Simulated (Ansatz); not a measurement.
**GeNH₂ (quartet): PBE0, B3LYP over a scan of the distance Ge1–N2, cc-pVDZ**

Aim: run GeNH₂ (quartet) with these functionals over a scan of the distance Ge1–N2, and hold them against the top wave-function level at the same points.

Program: Ansatz 0.2.0, Gaussian basis. Level of theory: cc-pVDZ, all electrons in the functionals. These are calculated values, not measurements.

To be run: PBE0, B3LYP, at 1.883 Å; 2.061 Å; 2.315 Å; 2.535 Å; 2.761 Å; 3.274 Å; 3.623 Å; 4.380 Å; 4.998 Å; 6.276 Å; 7.760 Å.

31 further runs of the same task are left out: 6 for a known fault of the program, 18 that didn't finish, 7 set aside as unsound or not needed.

## 1. The system

The geometry derives from a PBE0/def2-TZVP stationary point (not a proven minimum). One bond is set to the value named and the two fragments are kept rigid. No spin-orbit coupling is included. The filled d shell of Ge may be among the frozen orbitals whatever the setting's name suggests; the logs give the count.

4 atoms, charge 0, spin multiplicity 4.

Atoms are counted from 1 here; the program's logs count them from 0.

Bond lengths: Ge1–N2 2.315 Å, N2–H3 1.021 Å, N2–H4 1.021 Å. Angles: Ge1–N2–H3 125.6°, Ge1–N2–H4 125.6°, H3–N2–H4 108.9°.

No dispersion term is added. B3LYP takes the VWN-RPA correlation.

The geometry shown and the zero of energy belong to the point 2.315 Å. The yardstick, UCCSDT(Q), and other wave-function levels (R restricted, U unrestricted, valence and pair active spaces) come from earlier runs.

## 2. PBE0, 1.883 Å

File in.yaml:

```yaml
crystal:
  periodic: [false, false, false]
  atoms:
    - {symbol: Ge, position_ang: [0.000000, 0.000000, 0.353788]}
    - {symbol: N, position_ang: [0.000000, 0.000000, -1.529212]}
    - {symbol: H, position_ang: [0.000000, 0.830871, -2.123128]}
    - {symbol: H, position_ang: [0.000000, -0.830871, -2.123128]}
basis:
  gaussian: {orbitals: cc-pVDZ}
magnetization: {spin_polarized: true, initial_magnetization: 3}
hamiltonian: {xc: {name: PBE0}}
output: {forces: true, orbitals: {seedname: orbitals}}
```

Started as:

```console
ansatz run in.yaml --threads 1 --pin off --events-out ev --progress --plain --max-ram 2393MiB
```

Log, shortened:

```text
Functional definition: PBE0
  name "PBE0"
  cite "Adamo & Barone, J. Chem. Phys. 110, 6158 (1999) doi:10.1063/1.478522"
  cite "Perdew, Burke & Ernzerhof, Phys. Rev. Lett. 77, 3865 (1996) doi:10.1103/PhysRevLett.77.3865"
  parent pbe
[...]
551 factors; integrals over basis functions are off by at most 1.4e-3 eV
[...]
mean field -58026.62731335 eV, -2132.4392219048 hartree, gradient 4.9e-6 eV, S^2 3.754543; 6 other end points of the search recorded, 0 dependent functions left out
[...]
reference -58026.62733369 eV, -2132.4392226525 hartree; 22, 19 occupied and 29, 32 virtual orbitals, 551 factors
WARN: the results are in doubt because the forces break the atoms' symmetry
Total energy: -58026.62733369 eV, -2132.4392226525 hartree
Atom 0 at     0.000000     0.000000     0.353788 Å, force    -0.378397     0.000000     3.265510 eV/Å
Atom 1 at     0.000000     0.000000    -1.529212 Å, force     1.578098     0.000000    -3.332584 eV/Å
Atom 2 at     0.000000     0.830871    -2.123128 Å, force    -0.599850     0.251118     0.033537 eV/Å
Atom 3 at     0.000000    -0.830871    -2.123128 Å, force    -0.599850    -0.251118     0.033537 eV/Å
Dipole moment:     0.067709     0.000000    -0.985797 e Å
In doubt: the forces break the atoms' symmetry
```

Run time: 10 s. Hardware: 1 thread of Arm Neoverse V1, shared host.

From the report: ⟨S²⟩ of the determinant 3.755 (pure quartet: 3.75). Mind the lines of doubt at the end of the log.

## 3. PBE0, 2.061 Å

File in.yaml:

```yaml
crystal:
  periodic: [false, false, false]
  atoms:
    - {symbol: Ge, position_ang: [0.000000, 0.000000, 0.385955]}
    - {symbol: N, position_ang: [0.000000, 0.000000, -1.675045]}
    - {symbol: H, position_ang: [0.000000, 0.830871, -2.268961]}
    - {symbol: H, position_ang: [0.000000, -0.830871, -2.268961]}
basis:
  gaussian: {orbitals: cc-pVDZ}
magnetization: {spin_polarized: true, initial_magnetization: 3}
hamiltonian: {xc: {name: PBE0}}
output: {orbitals: {seedname: orbitals}}
```

The command is unchanged.

Log:

```text
Functional definition: PBE0
  name "PBE0"
  cite "Adamo & Barone, J. Chem. Phys. 110, 6158 (1999) doi:10.1063/1.478522"
  cite "Perdew, Burke & Ernzerhof, Phys. Rev. Lett. 77, 3865 (1996) doi:10.1103/PhysRevLett.77.3865"
  parent pbe
  parameter a = 0.25
  parameter kappa = 0.804
  parameter beta = 0.06672455060314922
  exchange = (1 - a)*pbe_x(kappa = kappa, mu = beta*pi^2/3) + a*exact_x
  correlation = pbe_c(beta = beta)
553 factors; integrals over basis functions are off by at most 1.1e-3 eV
mean field evaluation 1: about -58026.0759 eV, gradient 1.5e1 eV
mean field evaluation 2: about -58026.1356 eV, gradient 1.5e1 eV
mean field evaluation 4: about -58027.0954 eV, gradient 3.9e-1 eV
mean field evaluation 8: about -58027.1671 eV, gradient 2.5e-2 eV
mean field evaluation 16: about -58027.1672 eV, gradient 1.2e-5 eV
mean field -58027.16716567 eV, -2132.4590611117 hartree, gradient 1.2e-5 eV, S^2 3.760200; 1 other end points of the search recorded, 0 dependent functions left out
reference -58027.16718594 eV, -2132.4590618569 hartree; 22, 19 occupied and 29, 32 virtual orbitals, 553 factors
Total energy: -58027.16718594 eV, -2132.4590618569 hartree
```

Run time: 2.2 s. Hardware: 1 thread of Arm Neoverse V1, shared host.

From the report: ⟨S²⟩ of the determinant 3.760 (pure quartet: 3.75).

The fields below are evaluated on a grid from the run's orbitals.

Frontier orbitals at PBE0/cc-pVDZ (alpha spin), with the share of their density that lies nearest to each atom:

```tsv
orbital	energy (eV)	lies on
HOMO	-3.93	Ge1 93 %
LUMO	-0.24	Ge1 40 %; H3, H4 about 24 % each; N2 12 %
```

ELF in a plane through or near 4 of the atoms.

Values, 10 rows by 14 columns:
```
0.00 0.00 0.00 0.00 0.00 0.00 0.00 0.00 0.00 0.00 0.00 0.00 0.00 0.00
0.00 0.00 0.00 0.00 0.00 0.00 0.00 0.00 0.05 0.21 0.23 0.09 0.01 0.00
0.00 0.00 0.00 0.00 0.06 0.49 0.21 0.01 0.16 0.70 0.73 0.49 0.17 0.01
0.00 0.00 0.00 0.01 0.72 0.97 0.93 0.15 0.18 0.69 0.76 0.74 0.32 0.02
0.00 0.00 0.00 0.01 0.40 0.93 0.89 0.80 0.28 0.30 0.33 0.48 0.39 0.02
0.00 0.00 0.00 0.01 0.13 0.72 0.47 0.78 0.32 0.64 0.70 0.38 0.39 0.02
0.00 0.00 0.00 0.01 0.75 0.99 0.96 0.40 0.21 0.42 0.47 0.70 0.37 0.02
0.00 0.00 0.00 0.00 0.32 0.90 0.66 0.02 0.15 0.79 0.84 0.62 0.24 0.01
0.00 0.00 0.00 0.00 0.00 0.01 0.00 0.00 0.12 0.45 0.47 0.24 0.05 0.00
0.00 0.00 0.00 0.00 0.00 0.00 0.00 0.00 0.00 0.02 0.02 0.00 0.00 0.00
```
The map spans 8.9 Å across and 6.9 Å up, centred on the molecule. Atoms in the plane (x, y in Å): Ge1 (1.8, 0.0), N2 (-0.2, 0.0), H3 (-0.8, 0.8), H4 (-0.8, -0.8).

log10 of the density (e/Å³) in the same plane.

Ten even steps from ' ' (-4.0) to '@' (2.1):
```
                                    ......              
                                ................        
                          ......::::::::::::::::....    
                  ..........::::::::--------::::::..    
              ..::::--------::------======------::::....
            ....::--========------============----::....
            ..::--==++++++++========++++++++====----::..
            ..--====********++++++++++**++++++==----::..
            ::--==++****####****++**##%%##**++====--::..
            ::--==++****##%%##******%%@@%%##++++==--::..
            ::--====****######******%%@@@@##++++==--::..
            ::--==++****####****++**##%%##**++====--::..
            ..--====********++++++++++**++++++==----::..
            ..::--==++++++++========++++++++====----::..
            ....::--========------==========------::....
              ..::::--------::------======------::::....
                  ..........::::::::--------::::::..    
                            ....::::::::::::::::....    
                                ................        
                                      ....              
```
The map spans 8.9 Å across and 6.9 Å up, centred on the molecule. Atoms in the plane (x, y in Å): Ge1 (1.8, 0.0), N2 (-0.2, 0.0), H3 (-0.8, 0.8), H4 (-0.8, -0.8).

On the surface of density 0.002 e/bohr³ the electrostatic potential runs, from the 1st to the 99th percentile, from -1.23 V near Ge1 to 2.86 V near H4.

The spin density lies nearest to Ge1 61 %; N2 31 %.

## 4. PBE0, 2.315 Å

File in.yaml:

```yaml
crystal:
  periodic: [false, false, false]
  atoms:
    - {symbol: Ge, position_ang: [0.000000, 0.000000, 0.431903]}
    - {symbol: N, position_ang: [0.000000, 0.000000, -1.883353]}
    - {symbol: H, position_ang: [0.000000, 0.830871, -2.477269]}
    - {symbol: H, position_ang: [0.000000, -0.830871, -2.477269]}
basis:
  gaussian: {orbitals: cc-pVDZ}
magnetization: {spin_polarized: true, initial_magnetization: 3}
hamiltonian: {xc: {name: PBE0}}
output: {forces: true, orbitals: {seedname: orbitals}}
```

The command is unchanged.

Log, shortened:

```text
Functional definition: PBE0
  name "PBE0"
  cite "Adamo & Barone, J. Chem. Phys. 110, 6158 (1999) doi:10.1063/1.478522"
  cite "Perdew, Burke & Ernzerhof, Phys. Rev. Lett. 77, 3865 (1996) doi:10.1103/PhysRevLett.77.3865"
  parent pbe
[...]
553 factors; integrals over basis functions are off by at most 1.2e-3 eV
[...]
mean field -58027.37138819 eV, -2132.4665661510 hartree, gradient 1.5e-5 eV, S^2 3.758718; 0 other end points of the search recorded, 0 dependent functions left out
[...]
reference -58027.37140936 eV, -2132.4665669291 hartree; 22, 19 occupied and 29, 32 virtual orbitals, 553 factors
Total energy: -58027.37140936 eV, -2132.4665669291 hartree
Atom 0 at     0.000000     0.000000     0.431903 Å, force     0.000000    -0.000000     0.061349 eV/Å
Atom 1 at     0.000000     0.000000    -1.883353 Å, force    -0.000000    -0.000000     0.441380 eV/Å
Atom 2 at     0.000000     0.830871    -2.477269 Å, force    -0.000000     0.227255    -0.251364 eV/Å
Atom 3 at     0.000000    -0.830871    -2.477269 Å, force    -0.000000    -0.227255    -0.251364 eV/Å
Dipole moment:     0.000000     0.000000    -0.993857 e Å
```

Wall time 2.5 s (1 thread of Arm Neoverse V1, shared host).

From the report: ⟨S²⟩ of the determinant 3.759 (pure quartet: 3.75).

Orbitals, density, ELF and potential are computed afterwards from the orbital file.

Frontier orbitals at PBE0/cc-pVDZ (alpha spin), with the share of their density that lies nearest to each atom:

```tsv
orbital	energy (eV)	lies on
HOMO-1	-4.28	Ge1 93 %
HOMO	-4.14	Ge1 94 %
LUMO	-0.71	Ge1 64 %; N2 13 %; H3, H4 about 11 % each
```

ELF in a plane through or near 4 of the atoms.

Ten even steps from '0' (0.00) to '9' (0.99):
```
0000000000000000000000000000
0000000000000000000000000000
0000000000000000011221100000
0000000000000000023443210000
0000000013542000046776531000
0000000048986200057887642000
0000000189999610156777752100
0000000189999742134445653100
0000000047998787211332343100
0000000014684488313673232100
0000000013673288314673232100
0000000047998787212432343100
0000000189999742134445653100
0000000189999610156777752100
0000000048986100057888742000
0000000003652000046776531000
0000000000000000024444210000
0000000000000000011221100000
0000000000000000000000000000
0000000000000000000000000000
```
The map spans 9.3 Å across and 6.9 Å up, centred on the molecule. Atoms in the plane (x, y in Å): Ge1 (2.0, 0.0), N2 (-0.3, 0.0), H3 (-0.9, 0.8), H4 (-0.9, -0.8).

On the surface of density 0.002 e/bohr³ the electrostatic potential runs, from the 1st to the 99th percentile, from -1.07 V near Ge1 to 2.57 V near H4.

The spin density lies nearest to Ge1 61 %; N2 31 %.

## 5. PBE0, 2.535 Å

File in.yaml:

```yaml
crystal:
  periodic: [false, false, false]
  atoms:
    - {symbol: Ge, position_ang: [0.000000, 0.000000, 0.471614]}
    - {symbol: N, position_ang: [0.000000, 0.000000, -2.063386]}
    - {symbol: H, position_ang: [0.000000, 0.830871, -2.657302]}
    - {symbol: H, position_ang: [0.000000, -0.830871, -2.657302]}
basis:
  gaussian: {orbitals: cc-pVDZ}
magnetization: {spin_polarized: true, initial_magnetization: 3}
hamiltonian: {xc: {name: PBE0}}
output: {forces: true, orbitals: {seedname: orbitals}}
```

The command is unchanged.

Log, shortened:

```text
Functional definition: PBE0
  name "PBE0"
  cite "Adamo & Barone, J. Chem. Phys. 110, 6158 (1999) doi:10.1063/1.478522"
  cite "Perdew, Burke & Ernzerhof, Phys. Rev. Lett. 77, 3865 (1996) doi:10.1103/PhysRevLett.77.3865"
  parent pbe
[...]
553 factors; integrals over basis functions are off by at most 1.2e-3 eV
[...]
mean field -58027.31656783 eV, -2132.4645515400 hartree, gradient 1.9e-5 eV, S^2 3.757687; 2 other end points of the search recorded, 0 dependent functions left out
[...]
reference -58027.31658957 eV, -2132.4645523387 hartree; 22, 19 occupied and 29, 32 virtual orbitals, 553 factors
Total energy: -58027.31658957 eV, -2132.4645523387 hartree
Atom 0 at     0.000000     0.000000     0.471614 Å, force     0.000000     0.000000    -0.463252 eV/Å
Atom 1 at     0.000000     0.000000    -2.063386 Å, force    -0.000000    -0.000000     1.067427 eV/Å
Atom 2 at     0.000000     0.830871    -2.657302 Å, force     0.000000     0.184468    -0.302087 eV/Å
Atom 3 at     0.000000    -0.830871    -2.657302 Å, force     0.000000    -0.184468    -0.302087 eV/Å
Dipole moment:    -0.000000    -0.000000    -0.878786 e Å
```

Wall time 2.5 s (1 thread of Arm Neoverse V1, shared host).

From the report: ⟨S²⟩ of the determinant 3.758 (pure quartet: 3.75).

From 2.315 Å: +5.3 kJ/mol.

## 6. PBE0, 2.761 Å

File in.yaml:

```yaml
crystal:
  periodic: [false, false, false]
  atoms:
    - {symbol: Ge, position_ang: [0.000000, 0.000000, 0.512455]}
    - {symbol: N, position_ang: [0.000000, 0.000000, -2.248545]}
    - {symbol: H, position_ang: [0.000000, 0.830871, -2.842461]}
    - {symbol: H, position_ang: [0.000000, -0.830871, -2.842461]}
basis:
  gaussian: {orbitals: cc-pVDZ}
magnetization: {spin_polarized: true, initial_magnetization: 3}
hamiltonian: {xc: {name: PBE0}}
output: {forces: true, orbitals: {seedname: orbitals}}
```

Launched as before.

Log, shortened:

```text
Functional definition: PBE0
  name "PBE0"
  cite "Adamo & Barone, J. Chem. Phys. 110, 6158 (1999) doi:10.1063/1.478522"
  cite "Perdew, Burke & Ernzerhof, Phys. Rev. Lett. 77, 3865 (1996) doi:10.1103/PhysRevLett.77.3865"
  parent pbe
[...]
553 factors; integrals over basis functions are off by at most 1.2e-3 eV
[...]
mean field -58027.19275988 eV, -2132.4600016818 hartree, gradient 2.1e-5 eV, S^2 3.757024; 2 other end points of the search recorded, 0 dependent functions left out
[...]
reference -58027.19278212 eV, -2132.4600024988 hartree; 22, 19 occupied and 29, 32 virtual orbitals, 553 factors
Total energy: -58027.19278212 eV, -2132.4600024988 hartree
Atom 0 at     0.000000     0.000000     0.512455 Å, force     0.000000    -0.000000    -0.589008 eV/Å
Atom 1 at     0.000000     0.000000    -2.248545 Å, force    -0.000000    -0.000000     1.319328 eV/Å
Atom 2 at     0.000000     0.830871    -2.842461 Å, force    -0.000000     0.148270    -0.365160 eV/Å
Atom 3 at     0.000000    -0.830871    -2.842461 Å, force    -0.000000    -0.148270    -0.365160 eV/Å
Dipole moment:    -0.000000    -0.000000    -0.777722 e Å
```

Wall time 2.6 s (1 thread of Arm Neoverse V1, shared host).

From the report: ⟨S²⟩ of the determinant 3.757 (pure quartet: 3.75).

From 2.315 Å: +17.2 kJ/mol.

## 7. PBE0, 3.274 Å

File in.yaml:

```yaml
crystal:
  periodic: [false, false, false]
  atoms:
    - {symbol: Ge, position_ang: [0.000000, 0.000000, 2.752458]}
    - {symbol: N, position_ang: [0.000000, 0.000000, -0.521542]}
    - {symbol: H, position_ang: [0.000000, 0.830871, -1.115458]}
    - {symbol: H, position_ang: [0.000000, -0.830871, -1.115458]}
basis:
  gaussian: {orbitals: cc-pVDZ}
magnetization: {spin_polarized: true, initial_magnetization: 3}
hamiltonian: {xc: {name: PBE0}}
output: {forces: true, orbitals: {seedname: orbitals}}
```

Launched as before.

Log, shortened:

```text
Functional definition: PBE0
  name "PBE0"
  cite "Adamo & Barone, J. Chem. Phys. 110, 6158 (1999) doi:10.1063/1.478522"
  cite "Perdew, Burke & Ernzerhof, Phys. Rev. Lett. 77, 3865 (1996) doi:10.1103/PhysRevLett.77.3865"
  parent pbe
[...]
553 factors; integrals over basis functions are off by at most 1.3e-3 eV
[...]
mean field -58026.92261885 eV, -2132.4500741821 hartree, gradient 1.1e-5 eV, S^2 3.756426; 2 other end points of the search recorded, 0 dependent functions left out
[...]
reference -58026.92264194 eV, -2132.4500750306 hartree; 22, 19 occupied and 29, 32 virtual orbitals, 553 factors
Total energy: -58026.92264194 eV, -2132.4500750306 hartree
Atom 0 at     0.000000     0.000000     2.752458 Å, force    -0.000000    -0.000000    -0.425341 eV/Å
Atom 1 at     0.000000     0.000000    -0.521542 Å, force    -0.000000     0.000000     1.416754 eV/Å
Atom 2 at     0.000000     0.830871    -1.115458 Å, force     0.000000     0.092479    -0.495706 eV/Å
Atom 3 at     0.000000    -0.830871    -1.115458 Å, force     0.000000    -0.092479    -0.495706 eV/Å
Dipole moment:     0.000000    -0.000000    -0.606778 e Å
```

It took 3.4 s on 1 thread of Arm Neoverse V1, shared host.

From the report: ⟨S²⟩ of the determinant 3.756 (pure quartet: 3.75).

From 2.315 Å: +43.3 kJ/mol.

## 8. PBE0, 3.623 Å

File in.yaml:

```yaml
crystal:
  periodic: [false, false, false]
  atoms:
    - {symbol: Ge, position_ang: [0.000000, 0.000000, 3.014208]}
    - {symbol: N, position_ang: [0.000000, 0.000000, -0.608792]}
    - {symbol: H, position_ang: [0.000000, 0.830871, -1.202708]}
    - {symbol: H, position_ang: [0.000000, -0.830871, -1.202708]}
basis:
  gaussian: {orbitals: cc-pVDZ}
magnetization: {spin_polarized: true, initial_magnetization: 3}
hamiltonian: {xc: {name: PBE0}}
output: {orbitals: {seedname: orbitals}}
```

Launched as before.

Log, shortened:

```text
Functional definition: PBE0
  name "PBE0"
  cite "Adamo & Barone, J. Chem. Phys. 110, 6158 (1999) doi:10.1063/1.478522"
  cite "Perdew, Burke & Ernzerhof, Phys. Rev. Lett. 77, 3865 (1996) doi:10.1103/PhysRevLett.77.3865"
  parent pbe
[...]
554 factors; integrals over basis functions are off by at most 1.3e-3 eV
[...]
mean field -58026.79946558 eV, -2132.4455483826 hartree, gradient 1.1e-5 eV, S^2 3.756252; 2 other end points of the search recorded, 0 dependent functions left out
reference -58026.79948963 eV, -2132.4455492664 hartree; 22, 19 occupied and 29, 32 virtual orbitals, 554 factors
Total energy: -58026.79948963 eV, -2132.4455492664 hartree
```

Run time: 3.2 s. Hardware: 1 thread of Arm Neoverse V1, shared host.

From the report: ⟨S²⟩ of the determinant 3.756 (pure quartet: 3.75).

From 2.315 Å: +55.2 kJ/mol.

## 9. PBE0, 4.380 Å

File in.yaml:

```yaml
crystal:
  periodic: [false, false, false]
  atoms:
    - {symbol: Ge, position_ang: [0.000000, 0.000000, 3.581958]}
    - {symbol: N, position_ang: [0.000000, 0.000000, -0.798042]}
    - {symbol: H, position_ang: [0.000000, 0.830871, -1.391958]}
    - {symbol: H, position_ang: [0.000000, -0.830871, -1.391958]}
basis:
  gaussian: {orbitals: cc-pVDZ}
magnetization: {spin_polarized: true, initial_magnetization: 3}
hamiltonian: {xc: {name: PBE0}}
output: {orbitals: {seedname: orbitals}}
```

The command is unchanged.

Log, shortened:

```text
Functional definition: PBE0
  name "PBE0"
  cite "Adamo & Barone, J. Chem. Phys. 110, 6158 (1999) doi:10.1063/1.478522"
  cite "Perdew, Burke & Ernzerhof, Phys. Rev. Lett. 77, 3865 (1996) doi:10.1103/PhysRevLett.77.3865"
  parent pbe
[...]
553 factors; integrals over basis functions are off by at most 1.3e-3 eV
[...]
mean field -58026.65733249 eV, -2132.4403250881 hartree, gradient 3.2e-6 eV, S^2 3.756047; 2 other end points of the search recorded, 0 dependent functions left out
reference -58026.65736007 eV, -2132.4403261017 hartree; 22, 19 occupied and 29, 32 virtual orbitals, 553 factors
Total energy: -58026.65736007 eV, -2132.4403261017 hartree
```

Wall time 3.9 s (1 thread of Arm Neoverse V1, shared host).

From the report: ⟨S²⟩ of the determinant 3.756 (pure quartet: 3.75).

From 2.315 Å: +68.9 kJ/mol.

## 10. PBE0, 4.998 Å

File in.yaml:

```yaml
crystal:
  periodic: [false, false, false]
  atoms:
    - {symbol: Ge, position_ang: [0.000000, 0.000000, 4.045458]}
    - {symbol: N, position_ang: [0.000000, 0.000000, -0.952542]}
    - {symbol: H, position_ang: [0.000000, 0.830871, -1.546458]}
    - {symbol: H, position_ang: [0.000000, -0.830871, -1.546458]}
basis:
  gaussian: {orbitals: cc-pVDZ}
magnetization: {spin_polarized: true, initial_magnetization: 3}
hamiltonian: {xc: {name: PBE0}}
output: {forces: true, orbitals: {seedname: orbitals}}
```

The command is unchanged.

Log, shortened:

```text
Functional definition: PBE0
  name "PBE0"
  cite "Adamo & Barone, J. Chem. Phys. 110, 6158 (1999) doi:10.1063/1.478522"
  cite "Perdew, Burke & Ernzerhof, Phys. Rev. Lett. 77, 3865 (1996) doi:10.1103/PhysRevLett.77.3865"
  parent pbe
[...]
553 factors; integrals over basis functions are off by at most 1.3e-3 eV
[...]
mean field -58026.61066840 eV, -2132.4386102142 hartree, gradient 2.6e-6 eV, S^2 3.756006; 3 other end points of the search recorded, 0 dependent functions left out
[...]
reference -58026.61069627 eV, -2132.4386112384 hartree; 22, 19 occupied and 29, 32 virtual orbitals, 553 factors
Total energy: -58026.61069627 eV, -2132.4386112384 hartree
Atom 0 at     0.000000     0.000000     4.045458 Å, force    -0.000000     0.000000    -0.045929 eV/Å
Atom 1 at     0.000000     0.000000    -0.952542 Å, force     0.000000     0.000000     1.371308 eV/Å
Atom 2 at     0.000000     0.830871    -1.546458 Å, force     0.000000     0.041326    -0.662690 eV/Å
Atom 3 at     0.000000    -0.830871    -1.546458 Å, force    -0.000000    -0.041326    -0.662690 eV/Å
Dipole moment:    -0.000000    -0.000000    -0.402143 e Å
```

Wall time 7 s (1 thread of Arm Neoverse V1, shared host).

From the report: ⟨S²⟩ of the determinant 3.756 (pure quartet: 3.75).

From 2.315 Å: +73.4 kJ/mol.

## 11. PBE0, 6.276 Å

File in.yaml:

```yaml
crystal:
  periodic: [false, false, false]
  atoms:
    - {symbol: Ge, position_ang: [0.000000, 0.000000, 5.003958]}
    - {symbol: N, position_ang: [0.000000, 0.000000, -1.272042]}
    - {symbol: H, position_ang: [0.000000, 0.830871, -1.865958]}
    - {symbol: H, position_ang: [0.000000, -0.830871, -1.865958]}
basis:
  gaussian: {orbitals: cc-pVDZ}
magnetization: {spin_polarized: true, initial_magnetization: 3}
hamiltonian: {xc: {name: PBE0}}
output: {orbitals: {seedname: orbitals}}
```

Same command.

Log, shortened:

```text
Functional definition: PBE0
  name "PBE0"
  cite "Adamo & Barone, J. Chem. Phys. 110, 6158 (1999) doi:10.1063/1.478522"
  cite "Perdew, Burke & Ernzerhof, Phys. Rev. Lett. 77, 3865 (1996) doi:10.1103/PhysRevLett.77.3865"
  parent pbe
[...]
553 factors; integrals over basis functions are off by at most 1.3e-3 eV
[...]
mean field -58026.58433288 eV, -2132.4376424020 hartree, gradient 2.3e-6 eV, S^2 3.756004; 3 other end points of the search recorded, 0 dependent functions left out
reference -58026.58436371 eV, -2132.4376435348 hartree; 22, 19 occupied and 29, 32 virtual orbitals, 553 factors
Total energy: -58026.58436371 eV, -2132.4376435348 hartree
```

Wall time 6.5 s (1 thread of Arm Neoverse V1, shared host).

From the report: ⟨S²⟩ of the determinant 3.756 (pure quartet: 3.75).

From 2.315 Å: +75.9 kJ/mol.

[end of part 1 of 2]
